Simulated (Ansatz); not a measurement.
**Br started on an O site and H started in the widest void in perovskite LaGaO3, 11 atoms, charge +1**

Which settings matter for this cell? A base run comes first, then runs with one to three settings changed.

Program: Ansatz 0.2.0, PAW, plane waves. These are calculated values, not measurements.

3 further runs of the same task are left out: 3 that didn't finish.

### 1 Starting point

11 atoms (2 La, 2 Ga, 5 O, 1 Br, 1 H); a = 7.729 Å, b = 3.865 Å, c = 3.865 Å, α = 90.00°, β = 90.00°, γ = 90.00°. All atoms were shaken off their sites by about 0.02 Å along each axis. Defect site 1: (0.500, 0.500, 0.500). Defect site 2: (0.500, 0.500, 0.000). Starting moments add up to 1 μB.

### 2 PBEsol on the given atoms

File in.yaml:

```yaml
crystal:
  lattice:
    - [7.729308, 0.000000, 0.000000]
    - [0.000000, 3.864654, 0.000000]
    - [0.000000, 0.000000, 3.864654]
  atoms:
    - { symbol: La, position: [0.000596, 0.994647, 0.987471] }
    - { symbol: La, position: [0.504548, 0.993622, 0.002079], spin: 0.143 }
    - { symbol: Ga, position: [0.252138, 0.500773, 0.508119], spin: 0.143 }
    - { symbol: Ga, position: [0.746927, 0.496717, 0.502502], spin: 0.143 }
    - { symbol: O, position: [0.249802, 0.501099, 0.009724], spin: 0.143 }
    - { symbol: O, position: [0.744827, 0.501723, 0.993969], spin: 0.143 }
    - { symbol: O, position: [0.998895, 0.496561, 0.494616] }
    - { symbol: O, position: [0.248381, 0.991327, 0.499620] }
    - { symbol: O, position: [0.750513, 0.997633, 0.490232] }
    - { symbol: Br, position: [0.496513, 0.501262, 0.499374], spin: 0.143 }
    - { symbol: H, position: [0.502161, 0.498248, 0.008686], spin: 0.143 }
kpoints:
  mp_grid: { grid: [2, 2, 2], shift: [0.5, 0.5, 0.5] }
hamiltonian:
  xc: pbesol
total_charge: 1
magnetization:
  spin_polarized: true
scf:
  occupations: { method: fermi_dirac, width: 0.01 }
output:
  forces: true
  eigenvalues: true
  populations: true
  charged_corrections: { epsilon: 27 }
```

Run with:

```console
ansatz run in.yaml --threads 8 --pin off --max-ram 13300MiB --runs-dir r --events-out ev --progress --plain
```

### 3 Variant: smearing width 0.5 eV, occupations Fermi–Dirac

Changes to in.yaml since step 2:

```diff
@@ -25,3 +25,4 @@
 scf:
-  occupations: { method: fermi_dirac, width: 0.01 }
+  occupations: { method: fermi_dirac, width: 0.5 }
+  max_iter: 80
 output:
@@ -29,3 +30,2 @@
   eigenvalues: true
-  populations: true
-  charged_corrections: { epsilon: 27 }
+  stress: true
```

### 4 Run again with accuracy low, density cutoff ratio 3

Changes to in.yaml since step 3:

```diff
@@ -1 +1,2 @@
+accuracy: low
 crystal:
@@ -19,2 +20,3 @@
   mp_grid: { grid: [2, 2, 2], shift: [0.5, 0.5, 0.5] }
+basis: { ecutrho_ratio: 3 }
 hamiltonian:
@@ -25,4 +27,4 @@
 scf:
-  occupations: { method: fermi_dirac, width: 0.5 }
-  max_iter: 80
+  occupations: { method: fermi_dirac, width: 0.01 }
+  max_iter: 70
 output:
```

### 5 Variant: xc grid 1

Changes to in.yaml since step 4:

```diff
@@ -1,2 +1 @@
-accuracy: low
 crystal:
@@ -20,3 +19,3 @@
   mp_grid: { grid: [2, 2, 2], shift: [0.5, 0.5, 0.5] }
-basis: { ecutrho_ratio: 3 }
+basis: { xc_grid: 1 }
 hamiltonian:
@@ -28,3 +27,3 @@
   occupations: { method: fermi_dirac, width: 0.01 }
-  max_iter: 70
+  max_iter: 100
 output:
@@ -33 +32,5 @@
   stress: true
+  write_density: true
+  write_potential: true
+  elf: true
+  volumetric_format: npy
```

### 6 Variant: charge changed by -2, accuracy low, occupations Fermi–Dirac

Changes to in.yaml since step 5:

```diff
@@ -1 +1,2 @@
+accuracy: low
 crystal:
@@ -19,6 +20,5 @@
   mp_grid: { grid: [2, 2, 2], shift: [0.5, 0.5, 0.5] }
-basis: { xc_grid: 1 }
 hamiltonian:
   xc: pbesol
-total_charge: 1
+total_charge: -1
 magnetization:
@@ -27,3 +27,3 @@
   occupations: { method: fermi_dirac, width: 0.01 }
-  max_iter: 100
+  max_iter: 90
 output:
@@ -32,5 +32 @@
   stress: true
-  write_density: true
-  write_potential: true
-  elf: true
-  volumetric_format: npy
```

What does the calculation give? Wanted: for each run, settings; status; energy from base; forces from base.

As calculated:

| settings | status | cycles | time | energy from base (meV/atom) | forces from base (eV/Å rms) | filled to empty level on the mesh (eV) |
| --- | --- | --- | --- | --- | --- | --- |
| base | converged | 12 | 2.5 s (8 CPU threads) | 0 | 0 | 0.61 |
| smearing width 0.5 eV, occupations Fermi–Dirac | converged, settings too loose | 15 | 2 s (8 CPU threads) | -4.1 | 0.179 | - |
| accuracy low, density cutoff ratio 3 | converged, settings too loose | 12 | 1.9 s (8 CPU threads) | 0.0 | 0.000 | 0.61 |
| xc grid 1 | converged | 12 | 2.3 s (8 CPU threads) | 0.0 | 0.000 | 0.61 |
| charge changed by -2, accuracy low, occupations Fermi–Dirac | converged, settings too loose | 18 | 2.7 s (8 CPU threads) | - | 0.700 | 0.32 |

**What this shows.** Among these variants the forces move most with charge changed by -2, accuracy low, occupations Fermi–Dirac (0.700 eV/Å rms).
